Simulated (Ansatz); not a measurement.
# AgBrH3N (SMILES [NH3+][Ag-][Br]): functionals against CCSD(T) at one geometry

Aim: energy, forces and dipole at a structure displaced at random from a GFN2-xTB minimum, from CCSD(T) and from density functionals.

The runs use Ansatz 0.2.0, Gaussian basis; single points in def2-TZVPP.

Correlated methods freeze the cores. Filled d shells of the heavier atoms are correlated. Core potentials replace the inner electrons past krypton, and spin-orbit coupling is left out.

## 1. The system as given

6 atoms, charge 0, spin multiplicity 1.

Atoms are counted from 1 here; the program's logs count them from 0.

Bond lengths: N1–Ag2 2.314 Å, N1–H4 1.038 Å, N1–H5 0.985 Å, N1–H6 1.032 Å, Ag2–Br3 2.387 Å. Angles: Ag2–N1–H4 108.9°, Ag2–N1–H5 112.1°, Ag2–N1–H6 110.6°, H4–N1–H5 116.1°, H4–N1–H6 104.2°, H5–N1–H6 104.5°, N1–Ag2–Br3 177.1°.

Geometry (Å):

```mol
AgBrH3N
  3D, bonds by distance, orders not assigned

  6  5  0  0  0  0  0  0  0  0999 V2000
   -0.6722    0.5974   -0.4238 N   0  0
    0.9094   -0.8331    0.4756 Ag  0  0
    2.5816   -2.2153    1.4701 Br  0  0
   -1.1567    0.1155   -1.2054 H   0  0
   -0.2956    1.4845   -0.6281 H   0  0
   -1.4217    0.7862    0.2607 H   0  0
  1  2  8  0
  1  4  8  0
  1  5  8  0
  1  6  8  0
  2  3  8  0
M  END
```

## 2. CCSD(T)/def2-TZVPP

run/in.yaml reads:

```yaml
crystal:
  periodic: [false, false, false]
  atoms:
    - {symbol: N, position_ang: [-0.672200, 0.597400, -0.423800]}
    - {symbol: Ag, position_ang: [0.909400, -0.833100, 0.475600]}
    - {symbol: Br, position_ang: [2.581600, -2.215300, 1.470100]}
    - {symbol: H, position_ang: [-1.156700, 0.115500, -1.205400]}
    - {symbol: H, position_ang: [-0.295600, 1.484500, -0.628100]}
    - {symbol: H, position_ang: [-1.421700, 0.786200, 0.260700]}
basis:
  gaussian: {orbitals: def2-TZVPP}
correlation: {method: ccsd_t}
```

The command line of these runs was not kept.

## 3. PBE0-D4/def2-TZVPP

Edit run/in.yaml of step 2 so:

```diff
@@ -11,2 +11,3 @@
   gaussian: {orbitals: def2-TZVPP}
-correlation: {method: ccsd_t}
+hamiltonian: {xc: pbe0, dispersion: d4}
+output: {forces: true, orbitals: {seedname: orbitals}}
```

## 4. wB97M-V/def2-TZVPP

Edit run/in.yaml of step 3 so:

```diff
@@ -11,3 +11,3 @@
   gaussian: {orbitals: def2-TZVPP}
-hamiltonian: {xc: pbe0, dispersion: d4}
-output: {forces: true, orbitals: {seedname: orbitals}}
+hamiltonian: {xc: {name: wB97M-V}}
+output: {forces: true}
```

## 5. r2SCAN-D4/def2-TZVPP

Edit run/in.yaml of step 4 so:

```diff
@@ -11,3 +11,3 @@
   gaussian: {orbitals: def2-TZVPP}
-hamiltonian: {xc: {name: wB97M-V}}
+hamiltonian: {xc: r2scan, dispersion: d4}
 output: {forces: true}
```

## 6. PBE-D4/def2-TZVPP

Edit run/in.yaml of step 5 so:

```diff
@@ -11,3 +11,3 @@
   gaussian: {orbitals: def2-TZVPP}
-hamiltonian: {xc: r2scan, dispersion: d4}
+hamiltonian: {xc: pbe, dispersion: d4}
 output: {forces: true}
```

## 7. CAM-B3LYP-D4/def2-TZVPP

Edit run/in.yaml of step 6 so:

```diff
@@ -11,3 +11,3 @@
   gaussian: {orbitals: def2-TZVPP}
-hamiltonian: {xc: pbe, dispersion: d4}
+hamiltonian: {xc: {name: CAM-B3LYP}, dispersion: d4}
 output: {forces: true}
```

## 8. wB97X-V/def2-TZVPP

Edit run/in.yaml of step 7 so:

```diff
@@ -11,3 +11,3 @@
   gaussian: {orbitals: def2-TZVPP}
-hamiltonian: {xc: {name: CAM-B3LYP}, dispersion: d4}
+hamiltonian: {xc: {name: wB97X-V}}
 output: {forces: true}
```

(Steps that only read results are left out.)

Q: Predict the outcome of this session. Wanted: energy less free atoms, CCSD(T)/def2-TZVPP; RMS force component; HOMO and LUMO, PBE0-D4; T1 diagnostic.

As calculated:

```
                                  quantity                                 value
energy less free atoms, CCSD(T)/def2-TZVPP                        -1596.0 kJ/mol
                       RMS force component  0.830 to 0.842 eV/Å over the methods
                    HOMO and LUMO, PBE0-D4                    -6.50 and -1.27 eV
                             T1 diagnostic                                 0.014
```

In words: Against CCSD(T) the functionals' energies less atoms differ by -73.7 to -33.7 kJ/mol, PBE-D4 by -73.7 kJ/mol. The reference is not at the basis limit: in triple zeta CCSD(T) underbinds, which counts against methods that bind more; the gaps are no ranking. No sound CCSD(T) forces are at hand. Among the functionals the RMS force differs by up to 1 %.
